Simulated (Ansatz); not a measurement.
# CH₃ClF₂SeZr: how energies converge with the basis set

Aim: see how fast density functionals converge with the basis set for CH₃ClF₂SeZr.

Program: Ansatz 0.2.0, Gaussian basis. Level of theory: one geometry, several basis sets. These are calculated values, not measurements.

The runs, in order: PBE0-D4/def2-SVP; ωB97M-V/def2-SVP; PBE0-D4/def2-QZVPP; ωB97M-V/def2-QZVPP; the functionals' def2-TZVPP values are taken from earlier runs.

1 further run of the same task is left out (for a known fault of the program).

**1. The geometry**

All runs share one geometry, relaxed beforehand with PBE0-D4 in a triple-zeta def2 set. Zr takes the def2 core potential; no spin-orbit term is included.

SMILES `C[Se][Zr]([F])([F])[Cl]`, 9 atoms, charge 0, spin multiplicity 1.

Atoms are counted from 1 here; the program's logs count them from 0.

Bond lengths: C1–Se2 1.974 Å, C1–H7 1.087 Å, C1–H8 1.095 Å, C1–H9 1.087 Å, Se2–Zr3 2.534 Å, Zr3–F4 1.894 Å, Zr3–F5 1.885 Å, Zr3–Cl6 2.346 Å. Angles: Se2–C1–H7 108.0°, Se2–C1–H8 113.6°, Se2–C1–H9 107.8°, H7–C1–H8 108.4°, H7–C1–H9 111.2°, H8–C1–H9 108.1°, C1–Se2–Zr3 86.2°, Se2–Zr3–F4 108.0°, Se2–Zr3–F5 108.6°, Se2–Zr3–Cl6 108.8°, F4–Zr3–F5 111.4°, F4–Zr3–Cl6 108.5°, F5–Zr3–Cl6 111.4°.

**2. PBE0-D4 in def2-SVP**

Input file in.yaml:

```yaml
crystal:
  periodic: [false, false, false]
  atoms:
    - {symbol: C, position_ang: [-0.059997, -1.176267, 1.061952]}
    - {symbol: Se, position_ang: [1.569392, -0.106840, 0.746637]}
    - {symbol: Zr, position_ang: [0.230547, 1.101861, -1.032752]}
    - {symbol: F, position_ang: [-0.454545, -0.194070, -2.231996]}
    - {symbol: F, position_ang: [1.364765, 2.322412, -1.914623]}
    - {symbol: Cl, position_ang: [-1.573711, 2.197382, -0.010016]}
    - {symbol: H, position_ang: [-0.401571, -0.976319, 2.074414]}
    - {symbol: H, position_ang: [-0.876269, -0.944179, 0.370562]}
    - {symbol: H, position_ang: [0.201399, -2.223992, 0.935812]}
basis:
  gaussian: {orbitals: def2-SVP}
hamiltonian: {xc: pbe0, dispersion: d4}
output: {orbitals: {seedname: orbitals}}
```

Started as:

```
> ansatz run in.yaml --threads 2 --pin off --events-out ev --progress --plain --max-ram 22528MiB --backend cpu
```

The runs that follow: ωB97M-V in def2-SVP; PBE0-D4 in def2-QZVPP; ωB97M-V in def2-QZVPP.

**Question.** What will the summary of the whole plan be? Wanted: PBE0-D4: double and triple zeta above quadruple; ωB97M-V: double and triple zeta above quadruple.

As calculated:

| quantity | value |
| --- | --- |
| PBE0-D4: double and triple zeta above quadruple | 22.70, 2.18 eV |
| ωB97M-V: double and triple zeta above quadruple | 22.75, 2.09 eV |

For PBE0-D4 the step from double to triple zeta gains 20.52 eV and the next only 2.18 eV. These are total energies; as a rule much of such shifts cancels in differences, which this series doesn't test.
